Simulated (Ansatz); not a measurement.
# C6H6FN: harmonic frequencies at the relaxed geometry from a Python script

The task is harmonic frequencies at the relaxed geometry, for C6H6FN.

All numbers are computed with Ansatz 0.2.0, driven from Python. Level of theory: PBE/cc-pVDZ.

## 1. The system

Bond lengths: N1–C2 1.405 Å, C2–C3 1.397 Å, C3–C4 1.400 Å, C4–C5 1.395 Å, C5–C6 1.393 Å, C2–C7 1.402 Å, C6–C7 1.393 Å, C7–F8 1.343 Å, N1–H9 1.018 Å, N1–H10 1.014 Å, C3–H11 1.087 Å, C4–H12 1.087 Å, C5–H13 1.087 Å, C6–H14 1.085 Å. Angles (14 of 21 angles, heavy atoms first): N1–C2–C3 120.1°, N1–C2–C7 121.0°, C3–C2–C7 118.1°, C2–C3–C4 120.6°, C3–C4–C5 120.3°, C4–C5–C6 119.7°, C5–C6–C7 119.5°, C2–C7–C6 121.7°, C2–C7–F8 119.5°, C6–C7–F8 118.8°, C2–N1–H9 112.3°, C2–N1–H10 114.2°, C2–C3–H11 120.2°, C4–C3–H11 119.2°.

No structure file is read: the coordinates are typed or built in the script.

## 2. Script

Contents of run_freq.py:

```python
# -*- coding: utf-8 -*-
"""Harmonic frequencies of C6H6FN at its relaxed geometry."""

import itertools

import ansatz
from ase import Atoms
from ase.data import atomic_numbers, covalent_radii
from ase.thermochemistry import IdealGasThermo
import numpy as np

GEOMETRY = """
N    -2.28840   -0.38770   -0.02240
C    -0.90730   -0.13960    0.04900
C    -0.03740   -1.13860    0.49350
C     1.34820   -0.94580    0.45380
C     1.88000    0.23450   -0.06700
C     1.02630    1.21750   -0.56220
C    -0.35080    1.01570   -0.51780
F    -1.16090    1.96620   -1.01140
H    -2.82970    0.46930   -0.11860
H    -2.63870   -0.99850    0.70740
H    -0.43100   -2.07870    0.87080
H     2.01250   -1.72640    0.81700
H     2.95670    0.37900   -0.10170
H     1.42030    2.13310   -0.99040
"""


def main():
    system = ansatz.Crystal.molecule()
    for line in GEOMETRY.strip().splitlines():
        symbol, *xyz = line.split()
        system = system.atom(symbol, [float(v) for v in xyz])

    calculation = (
        system.calculation()
        .basis(gaussian="cc-pVDZ")
        .functional("pbe")
    )
    symbols = [site.symbol for site in system.cartesian_sites]
    start = np.array([site.position_ang for site in system.cartesian_sites], dtype=float)
    summary = calculation.relax(force_tolerance=0.003).run(threads=1).report
    end = np.array(summary["positions_ang"])

    # pairs closer than 1.2 times the sum of covalent radii, before or after
    radius = [covalent_radii[atomic_numbers[s]] for s in symbols]
    span = lambda where, i, j: np.linalg.norm(where[i] - where[j])
    bonded = [(i, j) for i, j in itertools.combinations(range(len(symbols)), 2) if min(span(start, i, j), span(end, i, j)) < 1.2 * (radius[i] + radius[j])]
    print("pair        before    after (A)")
    for i, j in bonded:
        print(f"{symbols[i]}{i}-{symbols[j]}{j}".ljust(10), f"{span(start, i, j):8.4f} {span(end, i, j):8.4f}")
    for first, second in list(itertools.combinations(bonded, 2)):
        shared = set(first) & set(second)
        if shared and symbols[(j := shared.pop())] != "H":
            i, k = sorted((set(first) | set(second)) - {j})
            u, v = end[i] - end[j], end[k] - end[j]
            angle = np.degrees(np.arccos(np.clip(u @ v / np.linalg.norm(u) / np.linalg.norm(v), -1, 1)))
            print(f"final angle {symbols[i]}{i}-{symbols[j]}{j}-{symbols[k]}{k}: {angle:.2f} deg")

    # frequencies need a stationary point, so they are taken at the relaxed geometry
    minimum = ansatz.Crystal.molecule()
    for symbol, place in zip(symbols, end):
        minimum = minimum.atom(symbol, place.tolist())
    vibrating = minimum.calculation()
    vibrating = vibrating.basis(gaussian="cc-pVDZ")
    vibrating = vibrating.functional("pbe").phonons(temperatures=(200, 600, 100))
    vib = vibrating.run(threads=1).report["vibrations"]
    sums = vib["harmonic_sums"]
    modes = [m["omega_inv_cm"] for m in sums["modes_at_gamma"] if m["rigid_motion"] == "no"]
    for number, w in enumerate(modes, start=1):
        print(f"mode {number:2d} {w:9.1f} 1/cm {w / 8065.544 * 1000:8.2f} meV")
    print("imaginary modes:", sum(w < 0 for w in modes), " zero-point energy:", round(sums["zero_point_energy_ev"], 4), "eV")
    # rigid rotor and ideal gas, symmetry number taken as one
    gas = IdealGasThermo(vib_energies=[w / 8065.544 for w in modes if w > 0], geometry="linear" if len(modes) == 3 * len(symbols) - 5 else "nonlinear",
                         atoms=Atoms(symbols, positions=end), symmetrynumber=1, spin=0.0)
    print(f"H(298 K) - E = {gas.get_enthalpy(298.15, verbose=False):.4f} eV")
    print(f"S(298 K, 1 bar) = {96485.33 * gas.get_entropy(298.15, 1e5, verbose=False):.1f} J/(mol K) with symmetry number 1")


if __name__ == "__main__":
    main()
```

## 3. Launch

Started as:

```
$ python run_freq.py
```

Output:

```text
pair        before    after (A)
N0-C1        1.4050   1.3951
N0-H8        1.0182   1.0234
N0-H9        1.0141   1.0227
C1-C2        1.3972   1.4122
C1-C6        1.4020   1.4134
C2-C3        1.3995   1.4028
C2-H10       1.0868   1.1010
C3-C4        1.3954   1.4033
C3-H11       1.0874   1.0996
C4-C5        1.3930   1.4063
C4-H12       1.0869   1.0985
C5-C6        1.3925   1.3912
C5-H13       1.0849   1.0989
C6-F7        1.3429   1.3691
final angle C1-N0-H8: 113.25 deg
final angle C1-N0-H9: 114.40 deg
final angle N0-C1-C2: 123.32 deg
final angle N0-C1-C6: 119.83 deg
final angle H8-N0-H9: 111.68 deg
final angle C2-C1-C6: 116.78 deg
final angle C1-C2-C3: 120.98 deg
final angle C1-C2-H10: 118.77 deg
final angle C1-C6-C5: 122.99 deg
final angle C1-C6-F7: 116.98 deg
final angle C3-C2-H10: 120.26 deg
final angle C2-C3-C4: 120.77 deg
final angle C2-C3-H11: 119.19 deg
final angle C4-C3-H11: 120.04 deg
final angle C3-C4-C5: 119.27 deg
final angle C3-C4-H12: 120.77 deg
final angle C5-C4-H12: 119.96 deg
final angle C4-C5-C6: 119.22 deg
final angle C4-C5-H13: 122.06 deg
final angle C6-C5-H13: 118.72 deg
final angle C5-C6-F7: 120.03 deg
mode  1     180.1 1/cm    22.33 meV
mode  2     278.4 1/cm    34.52 meV
mode  3     288.3 1/cm    35.74 meV
mode  4     325.7 1/cm    40.38 meV
mode  5     425.1 1/cm    52.70 meV
mode  6     437.1 1/cm    54.20 meV
mode  7     522.5 1/cm    64.79 meV
mode  8     549.7 1/cm    68.15 meV
mode  9     565.6 1/cm    70.12 meV
mode 10     597.0 1/cm    74.02 meV
mode 11     701.5 1/cm    86.97 meV
mode 12     725.9 1/cm    90.00 meV
mode 13     759.1 1/cm    94.11 meV
mode 14     811.4 1/cm   100.60 meV
mode 15     837.6 1/cm   103.84 meV
mode 16     891.5 1/cm   110.53 meV
mode 17     930.9 1/cm   115.41 meV
mode 18    1020.3 1/cm   126.50 meV
mode 19    1045.6 1/cm   129.64 meV
mode 20    1111.4 1/cm   137.80 meV
mode 21    1132.9 1/cm   140.47 meV
mode 22    1200.3 1/cm   148.82 meV
mode 23    1248.5 1/cm   154.79 meV
mode 24    1303.1 1/cm   161.56 meV
mode 25    1389.8 1/cm   172.32 meV
mode 26    1452.0 1/cm   180.03 meV
mode 27    1503.4 1/cm   186.40 meV
mode 28    1566.8 1/cm   194.25 meV
mode 29    1595.8 1/cm   197.86 meV
mode 30    1637.5 1/cm   203.03 meV
mode 31    3103.5 1/cm   384.79 meV
mode 32    3122.7 1/cm   387.16 meV
mode 33    3134.2 1/cm   388.59 meV
mode 34    3147.1 1/cm   390.19 meV
mode 35    3454.7 1/cm   428.33 meV
mode 36    3563.4 1/cm   441.81 meV
imaginary modes: 0  zero-point energy: 2.8864 eV
H(298 K) - E = 3.0952 eV
S(298 K, 1 bar) = 336.3 J/(mol K) with symmetry number 1
```

It took 7.1 min on 1 thread of Arm Neoverse V1, shared host; peak memory 0.33 GiB.

Lines on the test bed's own set-up are left out of the output.

A comment line of the script is reworded here; the code is as run.

## 4. What each run gave

From the records of these 2 runs:

| run | kind of run | energy from run 1 (eV) | SCF cycles in all | CPU time (s) |
| --- | --- | --- | --- | --- |
| 1 | relaxation | 0.0000 | 87 | 57 |
| 2 | phonons | 0.0000 | 563 | 370 |

## 5. The relaxation of run 1, step by step

Step by step:

```
step  energy from step 1 (eV)  largest force component (eV/Å)
   1                   0.0000                          1.0349
   2                  -0.0667                          0.5931
   3                  -0.0775                          0.1964
   4                  -0.0790                          0.0413
   5                  -0.0793                          0.0121
   6                  -0.0793                          0.0044
   7                  -0.0793                          0.0012
```

Step 1 is the start.

Before: Bond lengths: N1–C2 1.405 Å, C2–C3 1.397 Å, C3–C4 1.400 Å, C4–C5 1.395 Å, C5–C6 1.393 Å, C2–C7 1.402 Å, C6–C7 1.393 Å, C7–F8 1.343 Å, N1–H9 1.018 Å, N1–H10 1.014 Å, C3–H11 1.087 Å, C4–H12 1.087 Å, C5–H13 1.087 Å, C6–H14 1.085 Å. Angles (14 of 21 angles, heavy atoms first): N1–C2–C3 120.1°, N1–C2–C7 121.0°, C3–C2–C7 118.1°, C2–C3–C4 120.6°, C3–C4–C5 120.3°, C4–C5–C6 119.7°, C5–C6–C7 119.5°, C2–C7–C6 121.7°, C2–C7–F8 119.5°, C6–C7–F8 118.8°, C2–N1–H9 112.3°, C2–N1–H10 114.2°, C2–C3–H11 120.2°, C4–C3–H11 119.2°.

After: Bond lengths: N1–C2 1.395 Å, C2–C3 1.412 Å, C3–C4 1.403 Å, C4–C5 1.403 Å, C5–C6 1.406 Å, C2–C7 1.413 Å, C6–C7 1.391 Å, C7–F8 1.369 Å, N1–H9 1.023 Å, N1–H10 1.023 Å, C3–H11 1.101 Å, C4–H12 1.100 Å, C5–H13 1.099 Å, C6–H14 1.099 Å. Angles (14 of 21 angles, heavy atoms first): N1–C2–C3 123.3°, N1–C2–C7 119.8°, C3–C2–C7 116.8°, C2–C3–C4 121.0°, C3–C4–C5 120.8°, C4–C5–C6 119.3°, C5–C6–C7 119.2°, C2–C7–C6 123.0°, C2–C7–F8 117.0°, C6–C7–F8 120.0°, C2–N1–H9 113.3°, C2–N1–H10 114.4°, C2–C3–H11 118.8°, C4–C3–H11 120.3°.

## 6. Harmonic frequencies

Frequencies (cm⁻¹; negative: imaginary): 180, 278, 288, 326, 425, 437, 523, 550, 566, 597, 701, 726, 759, 811, 838, 891, 931, 1020, 1046, 1111, 1133, 1200, 1248, 1303, 1390, 1452, 1503, 1567, 1596, 1638, 3104, 3123, 3134, 3147, 3455, 3563.

## 7. Outcome

```
                             quantity        value
                        runs compared            2
     moves of the relaxation of run 1            6
               energy gained in run 1     0.079 eV
last largest force component of run 1  0.0012 eV/Å
                    highest frequency    3563 cm⁻¹
                      imaginary modes            0
                    zero-point energy     2.886 eV
```

What this shows: In CPU time, run 2 (phonons) cost about 6.5 times as much as run 1 (relaxation). Run 1: After 6 moves the largest shift is 0.065 Å, of atom 2 (C). All frequencies are real, so the geometry is a minimum. The values are harmonic; measured fundamentals also hold anharmonic shifts, mostly downward for stretches. The frequencies are harmonic and unscaled, in a modest basis. The result belongs to the one conformer reached from this start, and soft torsions count as harmonic oscillators. The entropy takes a symmetry number of 1; a symmetric molecule's is lower by R ln(sigma).
